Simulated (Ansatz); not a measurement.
# CH₄BClFN: up Jacob's ladder to CCSD(T)

How much do the methods differ for CH₄BClFN? The plan is to run it at one geometry with functionals of several rungs and with coupled cluster. The yardstick is the atomisation energy at the CCSD(T) limit.

Program: Ansatz 0.2.0, Gaussian basis. Level of theory: functionals in def2-TZVPP, the program's frozen cores in correlated methods. These are calculated values, not measurements.

The runs, in order: LDA (SPW92), PBE-D4, revPBE-D4, BLYP-D4, r2SCAN-D4, B97M-V, PBE0-D4, B3LYP-D4, r2SCANh-D4, r2SCAN0-D4, HSE06-D4, BHLYP-D4, CAM-B3LYP-D4, LC-ωPBE, ωB97X-V, ωB97M-V, B2PLYP, PBE-QIDH; CCSD(T)/def2-SVP; CCSD(T)/def2-TZVPP; MP2/def2-QZVPP; extrapolation to the limit; RPA on PBE.

### 1 Structure used throughout

All runs share one geometry, relaxed beforehand with PBE0-D4 in a triple-zeta def2 set.

9 atoms, charge 0, spin multiplicity 1.

Atoms are counted from 1 here; the program's logs count them from 0.

Bond lengths: N1–B2 1.388 Å, N1–H6 1.006 Å, N1–H7 1.006 Å, B2–Cl3 1.765 Å, B2–C4 1.582 Å, C4–F5 1.383 Å, C4–H8 1.097 Å, C4–H9 1.099 Å. Angles: B2–N1–H6 123.0°, B2–N1–H7 122.6°, H6–N1–H7 114.4°, N1–B2–Cl3 119.1°, N1–B2–C4 120.9°, Cl3–B2–C4 120.0°, B2–C4–F5 113.4°, B2–C4–H8 111.4°, B2–C4–H9 109.3°, F5–C4–H8 107.8°, F5–C4–H9 107.8°, H8–C4–H9 106.9°.

### 2 LDA

This LDA is Slater exchange with PW92 correlation.

in.yaml

```yaml
crystal:
  periodic: [false, false, false]
  atoms:
    - {symbol: N, position_ang: [0.843886, 0.852984, -0.839025]}
    - {symbol: B, position_ang: [0.528660, -0.168831, 0.045357]}
    - {symbol: Cl, position_ang: [1.830089, -1.152720, 0.719783]}
    - {symbol: C, position_ang: [-0.967100, -0.422813, 0.493591]}
    - {symbol: F, position_ang: [-1.188524, -1.704254, 0.965181]}
    - {symbol: H, position_ang: [0.148976, 1.433077, -1.276988]}
    - {symbol: H, position_ang: [1.791013, 1.078532, -1.090799]}
    - {symbol: H, position_ang: [-1.668789, -0.242470, -0.330219]}
    - {symbol: H, position_ang: [-1.229809, 0.280096, 1.296117]}
basis:
  gaussian: {orbitals: def2-TZVPP}
hamiltonian: {xc: lda}
output: {orbitals: {seedname: orbitals}}
```

The run is started by

```bash
$ ansatz run in.yaml --threads 2 --pin off --events-out ev --progress --plain --max-ram 4352MiB
```

Further steps of the session: PBE-D4 (GGA); revPBE-D4 (GGA); BLYP-D4 (GGA); r2SCAN-D4 (meta-GGA); B97M-V (meta-GGA); PBE0-D4 (hybrid); B3LYP-D4 (hybrid); r2SCANh-D4 (hybrid); r2SCAN0-D4 (hybrid); HSE06-D4 (hybrid); BHLYP-D4 (hybrid); CAM-B3LYP-D4 (range-separated); LC-ωPBE (range-separated); ωB97X-V (range-separated); ωB97M-V (range-separated); B2PLYP (double hybrid); PBE-QIDH (double hybrid); CCSD(T) in def2-SVP; CCSD(T) in def2-TZVPP; MP2 in def2-QZVPP; RPA on PBE orbitals.

Q: Predict the results of all the runs planned. Wanted: atomisation energy, CCSD(T)/CBS; farthest beyond LDA; mean size of error, GGA; mean size of error, meta-GGA; mean size of error, hybrid; mean size of error, range-separated; mean size of error, double hybrid; gap, smallest and largest; T1 diagnostic.

As calculated:

| quantity | value |
| --- | --- |
| atomisation energy, CCSD(T)/CBS | 3430.3 kJ/mol |
| functionals within 17.2 kJ/mol (0.5 %) | revPBE-D4, r2SCANh-D4, PBE-QIDH |
| farthest beyond LDA | PBE-D4 (+115.5 kJ/mol) |
| mean size of error, GGA | 51.3 kJ/mol |
| mean size of error, meta-GGA | 27.3 kJ/mol |
| mean size of error, hybrid | 38.2 kJ/mol |
| mean size of error, range-separated | 29.0 kJ/mol |
| mean size of error, double hybrid | 10.7 kJ/mol |
| gap, smallest and largest | 6.11 eV (LDA (SPW92)), 13.81 eV (LC-ωPBE) |
| T1 diagnostic | 0.0111 |
| triples share of the correlation energy | 3.6 % |

**Reading.** LDA overbinds by 561.4 kJ/mol (16 %). PBE-D4 misses by +115.5 kJ/mol. Double hybrids carry the basis error of their MP2 part in triple zeta, and no dispersion term here, so their miss is partly the set-up's. By mean error the best rung here is double hybrid (10.7 kJ/mol) and the worst beyond LDA is GGA (51.3 kJ/mol). The reference freezes the cores and leaves out relativity and excitations past (T), so misses under about 17.2 kJ/mol can't be ranked. Hartree-Fock recovers 73 % of the binding; the rest is correlation. CCSD(T) in def2-SVP is off by -178.2 kJ/mol, which most functionals beat. Orbital gaps span 6.1 to 13.8 eV; exact exchange widens them.
